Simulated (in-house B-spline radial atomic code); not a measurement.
# Tm⁴⁶⁺: ionisation energy by several methods

Wanted: one ionisation energy, Tm⁴⁶⁺ to configuration [Ar] 3d4, up the ladder of functionals.

Program: in-house B-spline radial atomic code version 1. Level of theory: Dirac-Coulomb, several functionals; spherical all-electron atom at the radial basis limit. These are calculated values, not measurements, unless marked.

**1. What is computed**

| Property | Result |
| --- | --- |
| element | thulium (Z = 69) |
| charge | +46 |
| electrons | 23 |
| configuration | [Ar] 3d5 |
| nucleus | Fermi, rms radius 5.226 fm |

Outer shells as boxes (Hund's rule):

[Ar] 3d5
```
[Ar] core
3d [↑ ][↑ ][↑ ][↑ ][↑ ]
```

The boxes only draw the filling; these runs are spin-restricted and spherical.

**2. exchange-only LDA**

The run's settings:

```ini
Z = 69
electrons = 23.0
configuration = [Ar] 3d5
hamiltonian = dirac
method = lda,
spin_polarised = False
nucleus = fermi
rms_radius = 5.2256
mass_number = 169
atomic_mass = 168.934218956
speed_of_light = 137.035999084
```

**3. OLYP, a GGA**

Settings: those of step 2 with these lines changed.

```diff
@@ -4,3 +4,3 @@
 hamiltonian = dirac
-method = lda,
+method = optx,lyp
 spin_polarised = False
```

**4. LDA (VWN5)**

Settings: those of step 3 with these lines changed.

```diff
@@ -4,3 +4,3 @@
 hamiltonian = dirac
-method = optx,lyp
+method = lda,vwn
 spin_polarised = False
```

Q: The tabulated ionisation energy is 3895 ± 4 eV (tabulated theoretical; NIST Atomic Spectra Database). What does each method give, and which comes nearest?

As calculated:

| method | rung | total energy (hartree) | ΔSCF (eV) | with Breit, QED, recoil (eV) | −ε highest (eV) | corrected ΔSCF less tabulated (eV) |
| --- | --- | --- | --- | --- | --- | --- |
| exchange-only LDA | LDA | -11828.5271 | 3917.64 | 3915.24 | 3834.11 (3d5/2) | +20.24 |
| LDA (VWN5) | LDA | -11831.4906 | 3921.00 | 3918.61 | 3837.48 (3d5/2) | +23.61 |
| OLYP | GGA | -11842.8196 | 3926.44 | 3924.04 | 3842.98 (3d5/2) | +29.04 |

**Reading.** Tables give 3895 ± 4 eV (tabulated theoretical; NIST Atomic Spectra Database) for the ionisation energy. exchange-only LDA misses by +20.24 eV, the least, and OLYP by +29.04 eV (0.75 %), the most. All methods miss on the same side by much the same amount, which points to something that they share. Open shells are averaged (over orientations, and over spins where the run is restricted), while tables refer to the lowest levels.

Members of this set that are not shown: 1 used exact exchange with fractional occupations of an open shell, which is unsound here.
